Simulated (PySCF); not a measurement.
# Cl4Dy (Dy(Cl)4-): the cost of one run

The runs use PySCF 2.14.0; BP86, Dy lcecp-1-SVP with ECP55, Cl def2-SVP; scalar-relativistic core potentials, no spin–orbit coupling.

4 further runs of the same task are left out: 2 for a known fault of the program, 2 that didn't finish.

## Step 1: The system as given

5 atoms, charge -1, spin multiplicity 1.

Bond lengths: Dy1–Cl2 2.540 Å, Dy1–Cl3 2.540 Å, Dy1–Cl4 2.540 Å, Dy1–Cl5 2.540 Å. Angles: Cl2–Dy1–Cl3 109.5°, Cl2–Dy1–Cl4 109.5°, Cl2–Dy1–Cl5 109.5°, Cl3–Dy1–Cl4 109.5°, Cl3–Dy1–Cl5 109.5°, Cl4–Dy1–Cl5 109.5°.

Coordinates:

```xyz
5
charge -1, multiplicity 1
Dy    0.00000    0.00000    0.00000
Cl    1.46671    1.46671    1.46671
Cl   -1.46671   -1.46671    1.46671
Cl    1.46671   -1.46671   -1.46671
Cl   -1.46671    1.46671   -1.46671
```

Formal oxidation states: Dy +3. Each metal's 9 4f electrons lie in its core potential, so multiplicities, spins and levels count the valence alone. An earlier session relaxed this geometry at BP86, Dy lcecp-1-SVP with ECP55, Cl def2-SVP (singlet, point group Td).

Its energy there is -1877.995524 Eh.

## Step 2: Atoms moved at random, σ = 0.06 Å

Contents of run.py (the lines that set the calculation):

```python
mol = gto.M(atom='''
Dy    -0.07840    -0.02163    -0.02586
Cl     1.56188     1.48786     1.49532
Cl    -1.46578    -1.54677     1.47715
Cl     1.41948    -1.43660    -1.47954
Cl    -1.43718     1.51714    -1.46707''',
    basis={'Dy': 'lcecp-1-SVP', 'Cl': 'def2-SVP'},
    ecp={'Dy': 'lcecp-1-SVP'},
    charge=-1, spin=0)
mf = dft.RKS(mol, xc='B88,P86')
mf.grids.atom_grid = (50, 194)  # f atoms: unpruned, at least (60, 302)
mf = mf.density_fit()  # fitting sets: Dy AutoAux, Cl def2-universal-JKFIT
mf.conv_tol = 1e-08; mf.max_cycle = 55
mf.kernel(dm0)  # dm0: the density of the relaxed state
```

Command:

```sh
$ OMP_NUM_THREADS=2 python run.py
```

**Question.** How long does this run take on 2 threads of AMD EPYC, shared host?

About 11 s.
